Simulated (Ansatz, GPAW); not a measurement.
OsBr2: PBE in single-zeta orbitals, run from Python

These are simulated results from GPAW 26.7.0, not measurements. The cell was built from a prototype and was relaxed with r2SCAN in plane waves (Ansatz 0.2.0). It may be hypothetical. It is a single sheet, repeated along a and b, with vacuum along c. All runs are without spin polarisation.

The sheet's in-plane cell has a = 3.794 Å, b = 3.794 Å (γ = 120.0°), and its outermost atoms lie 2.57 Å apart along the normal. Os is surrounded by 6 Br at 2.54 Å; Br is surrounded by 3 Os at 2.54 Å.

The basis is minimal: single zeta, one radial function for each shell that the log's basis lists. It describes the filled bands fairly and the empty ones poorly.

run.py reads:

```python
import json
from ase import Atoms
from gpaw import GPAW, PW, FermiDirac

atoms = Atoms(['Os', 'Br', 'Br'],
              cell=[[3.79353993, 0.0, 0.0], [-1.89676996, 3.28530195, 0.0], [0.0, 0.0, 30.15072049]],
              scaled_positions=[[0.0, 0.0, 0.298500329], [0.333333333, 0.666666667, 0.341072978], [0.666666667, 0.333333333, 0.255927681]],
              pbc=True)
calc = GPAW(mode='lcao', basis='sz(dzp)', h=0.2, xc='PBE', kpts={'size': (6, 6, 1), 'gamma': True},
            occupations=FermiDirac(0.02), maxiter=100, legacy_gpaw=True, txt='gpaw.txt')
atoms.calc = calc
res = {'energy': atoms.get_potential_energy(force_consistent=True)}
res['electrons'] = calc.get_number_of_electrons()
res['k'] = calc.get_ibz_k_points().tolist()
res['levels'] = [calc.get_eigenvalues(kpt=i).tolist() for i in range(len(res['k']))]
points = [[0.0, 0.0, 0.0], [0.5, 0.0, 0.0], [0.333333, 0.333333, 0.0], [0.0, 0.234375, 0.0], [0.0, 0.229167, 0.0], [0.0, 0.25, 0.0]]
bands = calc.fixed_density(kpts=points, symmetry='off', txt='bands.txt')
res['points'] = [bands.get_eigenvalues(kpt=i).tolist() for i in range(len(points))]
json.dump(res, open('results.json', 'w'))
print('free energy (eV):', round(res['energy'], 5))
```

Command: `python run.py`. It took 9.1 s on 1 thread of Arm Neoverse V1, with other jobs on the host, peak memory 0.22 GiB.

The log gpaw.txt, trimmed of paths, versions and times, then the last line on the terminal. An iter line gives the energy in eV and the logarithms of the changes of orbitals (plane waves alone) and density (c: converged):

```
___ ___ ___ _ _ _
 |   |   |_  | | | |

 | | | | | . | | | |

 |__ |  _|___|_____|  26.7.0
 |___|_|

Input parameters:
  basis: sz(dzp)
  h: 0.2
  kpts: {gamma: True,
         size: (6, 6, 1)}
  maxiter: 100
  mode: lcao
  occupations: {fixmagmom: False,
                name: fermi-dirac,
                width: 0.02}
  xc: PBE

System changes: positions, numbers, cell, pbc, initial_charges, initial_magmoms

Initialize ...

species:
  Os:
    name:    Osmium
    Z:       76.0
    valence: 14
    core:    62
    charge:  0.0  # [|e|]
    compensation charges:
      type: gauss
      rc: 0.39  # [Å]
      lmax: 2
    cutoffs:
      filter: 2.36  # [Å]
      core: 2.55  # [Å]
    projectors
    | kind |    occ | energy [eV] | rcut [Å] |

    |------|--------|-------------|----------|

    |   6s |  2.000 |      -6.125 |    1.349 |

    |   5p |  6.000 |     -50.878 |    1.397 |

    |   6p |  0.000 |      -1.276 |    1.397 |

    |   5d |  6.000 |      -6.274 |    1.244 |

    |    s |        |      21.086 |    1.349 |

    |    d |        |      20.938 |    1.244 |

    LCAO basis set for Os:
      Name: sz(dzp)
      Number of radial functions: 4
      Number of spherical harmonics: 12
        l=0, rc=8.5625 Bohr: 6s-sz confined orbital
        l=1, rc=3.7656 Bohr: 5p-sz confined orbital
        l=1, rc=12.7031 Bohr: 6p-sz confined orbital
        l=2, rc=6.3594 Bohr: 5d-sz confined orbital
      Number of RI-basis functions 0

  Br:
    name:    Bromine
    Z:       35.0
    valence: 7
    core:    28
    charge:  0.0  # [|e|]
    compensation charges:
      type: gauss
      rc: 0.35  # [Å]
      lmax: 2
    cutoffs:
      filter: 1.98  # [Å]
      core: 2.38  # [Å]
    projectors
    | kind |    occ | energy [eV] | rcut [Å] |

    |------|--------|-------------|----------|

    |   4s |  2.000 |     -20.121 |    1.111 |

    |   4p |  5.000 |      -7.861 |    1.111 |

    |    s |        |       7.091 |    1.111 |

    |    p |        |      19.351 |    1.111 |

    |    d |        |       0.000 |    1.111 |

    LCAO basis set for Br:
      Name: sz(dzp)
      Number of radial functions: 2
      Number of spherical harmonics: 4
        l=0, rc=5.3594 Bohr: 4s-sz confined orbital
        l=1, rc=6.8125 Bohr: 4p-sz confined orbital
      Number of RI-basis functions 0

Reference energy: -610728.452497  # eV

Spin-paired calculation

Convergence criteria:
 Maximum [total energy] change in last 3 cyles: 0.0005 eV / valence electron
 Maximum integral of absolute [dens]ity change: 0.0001 electrons / valence electron
 Maximum integral of absolute [eigenst]ate change: 4e-08 eV^2 / valence electron
 Maximum number of scf [iter]ations: 100
 (Square brackets indicate name in SCF output, whereas a 'c' in
 the SCF output indicates the quantity has converged.)

Symmetries present (total): 1

  ( 1  0  0)
  ( 0  1  0)
  ( 0  0  1)

36 k-points: 6 x 6 x 1 Monkhorst-Pack grid + [1/12,1/12,0.000000]
20 k-points in the irreducible part of the Brillouin zone
       k-points in crystal coordinates                weights
   0:     0.00000000    0.00000000    0.00000000          1/36
   1:     0.00000000    0.16666667    0.00000000          2/36
   2:     0.00000000    0.33333333    0.00000000          2/36
   3:     0.00000000    0.50000000    0.00000000          1/36
   4:     0.16666667   -0.33333333    0.00000000          2/36
   5:     0.16666667   -0.16666667    0.00000000          2/36
   6:     0.16666667    0.00000000    0.00000000          2/36
   7:     0.16666667    0.16666667    0.00000000          2/36
   8:     0.16666667    0.33333333    0.00000000          2/36
   9:     0.16666667    0.50000000    0.00000000          2/36
          ...
  19:     0.50000000    0.50000000    0.00000000          1/36

Wave functions: LCAO
  Diagonalizer: Serial LAPACK
  Atomic Correction: dense with blas
  Data-type: complex

Occupation numbers: Fermi-Dirac:
  width: 0.0200  # eV

Eigensolver
   LCAO using direct dense diagonalizer

Densities:
  Coarse grid: 16*16*152 grid
  Fine grid: 32*32*304 grid
  Total Charge: 0.000000

Density mixing:
  Method: separate
  Backend: msr1
  Linear mixing parameter: 0.05
  old densities: 10
  Width of damping distribution: 1.1
  Damping of long wavelength oscillations: 20

Hamiltonian:
  XC and Coulomb potentials evaluated on a 32*32*304 grid
  Using the PBE Exchange-Correlation functional
  Interpolation: tri-quintic (5. degree polynomial)
  Poisson solver: FastPoissonSolver using
    Stencil: 8*3+1=25 point O(h^6) finite-difference Laplacian
    FFT axes: [np.int64(0), np.int64(1), np.int64(2)]
    FST axes: []

XC parameters: PBE with 2 nearest neighbor stencil

Memory estimate:
  Process memory now: 144.00 MiB
  Calculator: 35.53 MiB
    Density: 24.23 MiB
      Arrays: 7.72 MiB
      Localized functions: 10.57 MiB
      Mixer: 5.94 MiB
    Hamiltonian: 5.81 MiB
      Arrays: 5.05 MiB
      XC: 0.00 MiB
      Poisson: 0.00 MiB
      vbar: 0.76 MiB
    Wavefunctions: 5.50 MiB
      C [qnM]: 0.12 MiB
      S, T [2 x qmm]: 0.24 MiB
      P [aqMi]: 0.02 MiB
      BasisFunctions: 5.11 MiB
      Eigensolver: 0.00 MiB

Total number of cores used: 1

Number of atoms: 3
Number of atomic orbitals: 20
Number of bands in calculation: 20
Number of valence electrons: 28
Bands to converge: occupied
Positions:
   0 Os     0.000000    0.000000    9.000000    ( 0.0000,  0.0000,  0.0000)
   1 Br     0.000000    2.190201   10.283596    ( 0.0000,  0.0000,  0.0000)
   2 Br     1.896770    1.095101    7.716404    ( 0.0000,  0.0000,  0.0000)

Unit cell:
           periodic     x           y           z      points  spacing
  1. axis:    yes    3.793540    0.000000    0.000000    16     0.2053
  2. axis:    yes   -1.896770    3.285302    0.000000    16     0.2053
  3. axis:    yes    0.000000    0.000000   30.150720   152     0.1984

  Lengths:   3.793540   3.793540  30.150720
  Angles:   90.000000  90.000000 120.000000

Effective grid spacing dv^(1/3) = 0.2130

iter:   1   -11.067951        c
iter:   2   -10.685052        c -1.22
iter:   3    -9.526040        c -1.26
iter:   4    -9.447541        c -1.67
iter:   5    -9.439895        c -2.24
iter:   6    -9.439555c       c -2.83
iter:   7    -9.439529c       c -3.53
iter:   8    -9.439524c       c -3.90
iter:   9    -9.439523c       c -4.61c

Converged after 9 iterations.

Energy contributions relative to reference atoms: (reference = -610728.452497)

Kinetic:       +123.171508
Potential:     -108.210915
External:        +0.000000
XC:             -24.588898
Entropy (-ST):   -0.000000
Local:           +0.188781
SIC:             +0.000000
--------------------------
Free energy:     -9.439523
Extrapolated:    -9.439523

Showing only first 2 kpts
 Kpt  Band  Eigenvalues  Occupancy
  0    12     -2.40263    2.00000
  0    13     -1.54371    2.00000
  0    14      0.94796    0.00000
  0    15      0.94882    0.00000

  1    12     -2.01605    2.00000
  1    13     -1.21225    2.00000
  1    14      0.06684    0.00000
  1    15      0.74302    0.00000

Fermi level: -0.63205

Gap: 1.277 eV
Transition (v -> c):
  (s=0, k=5, n=13, [0.17, -0.17, 0.00]) -> (s=0, k=6, n=14, [0.17, 0.00, 0.00])
Direct/indirect transitions are different
Direct gap: 1.278 eV
Transition at: (s=0, k=5, n=13, [0.17, -0.17, 0.00])

free energy (eV): -9.43952
```

The gap in the log is over the mesh alone; results.json adds the listed points. PBE in single-zeta orbitals gives a gap of 1.10 eV. On the same cell, plane-wave PBE (Ansatz, 12×12×1 k points and the special points) gives a gap of 1.20 eV and r2SCAN a gap of 1.65 eV; on shared hosts these took about 13 and 33 core-seconds on the 3-atom cell, against 9.1 for the script. Spin-orbit coupling, left out in all these runs, can cut or reorder the gap by tenths of an eV, up to about 1 eV with Pb or Bi.

Spin-orbit coupling is left out, which matters wherever the heavy atoms make up the band edges.
